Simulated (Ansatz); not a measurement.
# C2H6BFO: basis-set convergence

How large a basis does C2H6BFO need? Two functionals are run in growing sets.

Program: Ansatz 0.2.0, Gaussian basis. Level of theory: one geometry, several basis sets. These are calculated values, not measurements.

Levels to be run: PBE0-D4/def2-SVP; ωB97M-V/def2-SVP; PBE0-D4/def2-QZVPP; ωB97M-V/def2-QZVPP; the functionals' def2-TZVPP values are taken from earlier runs.

### 1 The geometry

All runs share one geometry, relaxed beforehand with PBE0-D4 in a triple-zeta def2 set.

11 atoms, charge 0, spin multiplicity 1.

Atoms are counted from 1 here; the program's logs count them from 0.

Bond lengths: C1–O2 1.408 Å, C1–H6 1.092 Å, C1–H7 1.092 Å, C1–H8 1.093 Å, O2–B3 1.348 Å, B3–C4 1.569 Å, B3–F5 1.335 Å, C4–H9 1.094 Å, C4–H10 1.090 Å, C4–H11 1.094 Å. Angles: O2–C1–H6 109.0°, O2–C1–H7 108.9°, O2–C1–H8 112.4°, H6–C1–H7 108.6°, H6–C1–H8 108.9°, H7–C1–H8 108.9°, C1–O2–B3 123.8°, O2–B3–C4 126.0°, O2–B3–F5 114.4°, C4–B3–F5 119.6°, B3–C4–H9 111.5°, B3–C4–H10 111.3°, B3–C4–H11 111.4°, H9–C4–H10 108.1°, H9–C4–H11 106.4°, H10–C4–H11 108.0°.

### 2 PBE0-D4 in def2-SVP

in.yaml reads:

```yaml
crystal:
  periodic: [false, false, false]
  atoms:
    - {symbol: C, position_ang: [-1.364394, 0.711106, 0.538476]}
    - {symbol: O, position_ang: [-0.241034, 1.227789, -0.135297]}
    - {symbol: B, position_ang: [0.818583, 0.482667, -0.508872]}
    - {symbol: C, position_ang: [0.993226, -1.057861, -0.270558]}
    - {symbol: F, position_ang: [1.779226, 1.165201, -1.136042]}
    - {symbol: H, position_ang: [-1.458467, 1.207123, 1.506862]}
    - {symbol: H, position_ang: [-2.259069, 0.924278, -0.050042]}
    - {symbol: H, position_ang: [-1.294037, -0.367678, 0.698148]}
    - {symbol: H, position_ang: [0.947554, -1.307033, 0.794024]}
    - {symbol: H, position_ang: [1.947438, -1.412793, -0.660077]}
    - {symbol: H, position_ang: [0.196274, -1.629799, -0.756023]}
basis:
  gaussian: {orbitals: def2-SVP}
hamiltonian: {xc: pbe0, dispersion: d4}
output: {orbitals: {seedname: orbitals}}
```

Further steps of the session: ωB97M-V in def2-SVP; PBE0-D4 in def2-QZVPP; ωB97M-V in def2-QZVPP.

Q: Predict the results of all the runs planned. Wanted: PBE0-D4: double and triple zeta above quadruple; ωB97M-V: double and triple zeta above quadruple.

As calculated:

| quantity | value |
| --- | --- |
| PBE0-D4: double and triple zeta above quadruple | 9.28, 0.42 eV |
| ωB97M-V: double and triple zeta above quadruple | 9.55, 0.41 eV |

**Reading.** PBE0-D4 gains 8.85 eV from double to triple zeta, then 0.42 eV more. These are total energies; as a rule much of such shifts cancels in differences, which this series doesn't test. The LUMO of ωB97M-V is positive and keeps falling with the basis (3.24 to 1.54 eV): an unbound level that the basis holds in place.
